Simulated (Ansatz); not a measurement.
# InH₃ (triplet): wB97M-V, B2PLYP over a scan of the distance In1–H2, def2-SVP

How well do these functionals follow the top wave-function level for InH₃ (triplet) over a scan of the distance In1–H2?

Method: def2-SVP, all electrons in the functionals, frozen cores in the correlation of double hybrids and RPA; program: Ansatz 0.2.0, Gaussian basis.

Plan: wB97M-V, B2PLYP, at 1.426 Å; 1.595 Å; 1.760 Å; 1.925 Å; 2.101 Å; 2.404 Å; 2.753 Å; 3.197 Å; 3.885 Å; 4.777 Å; 6.088 Å.

32 further runs of the same task are left out: 6 for a known fault of the program, 20 that didn't finish, 6 set aside as unsound or not needed.

## (1) The system

The geometry derives from a PBE0/def2-TZVP stationary point (not a proven minimum). One bond is set to the value named and the two fragments are kept rigid. No spin-orbit coupling is included. Elements past krypton take def2 core potentials.

4 atoms, charge 0, spin multiplicity 3.

Atoms are counted from 1 here; the program's logs count them from 0.

Bond lengths: In1–H2 1.760 Å, H3–H4 0.769 Å.

Coordinates:

```
In    0.0000    0.0170   -0.0385
H     0.0000   -1.7263   -0.2766
H     0.3845   -0.1070    2.3287
H    -0.3845   -0.1070    2.3287
```

No dispersion term is added; wB97M-V holds VV10 nonlocal correlation.

The geometry shown and the zero of energy belong to the point 1.760 Å. The yardstick, FCI, and other wave-function levels (R restricted, U unrestricted, valence and pair active spaces) come from earlier runs.

## (2) wB97M-V, 1.426 Å

in.yaml

```yaml
crystal:
  periodic: [false, false, false]
  atoms:
    - {symbol: In, position_ang: [0.000000, 0.014207, -0.038844]}
    - {symbol: H, position_ang: [0.000000, -1.398668, -0.231869]}
    - {symbol: H, position_ang: [0.384545, -0.109867, 2.328360]}
    - {symbol: H, position_ang: [-0.384545, -0.109867, 2.328360]}
basis:
  gaussian: {orbitals: def2-SVP}
magnetization: {spin_polarized: true, initial_magnetization: 2}
hamiltonian: {xc: {name: wB97M-V}}
output: {orbitals: {seedname: orbitals}}
```

Launch:

```console
ansatz run in.yaml --threads 1 --pin off --events-out ev --progress --plain --max-ram 2393MiB
```

After this run come: wB97M-V, 1.595 Å; wB97M-V, 1.760 Å; wB97M-V, 1.925 Å; wB97M-V, 2.101 Å; wB97M-V, 2.404 Å; wB97M-V, 2.753 Å; wB97M-V, 3.197 Å; wB97M-V, 3.885 Å; wB97M-V, 4.777 Å; wB97M-V, 6.088 Å; B2PLYP, 1.426 Å; B2PLYP, 1.595 Å; B2PLYP, 1.760 Å; B2PLYP, 1.925 Å; B2PLYP, 2.101 Å; B2PLYP, 2.404 Å; B2PLYP, 2.753 Å; B2PLYP, 3.197 Å; B2PLYP, 3.885 Å; B2PLYP, 4.777 Å; B2PLYP, 6.088 Å.

**Question.** What will the summary of the whole plan be? Wanted: span of the FCI curve; largest miss, wB97M-V; largest miss, B2PLYP.

As calculated:

| quantity | value |
| --- | --- |
| span of the FCI curve | 0.990 eV |
| largest miss, wB97M-V | -0.149 eV (1.426 Å) |
| largest miss, B2PLYP | -0.099 eV (2.753 Å) |

In words: Of the functionals, B2PLYP keep the smallest largest miss at the points compared (at most 0.099 eV) and wB97M-V strays most (0.149 eV, at 1.426 Å). Functionals and the yardstick converge differently with the basis, so part of each miss in def2-SVP is the basis.
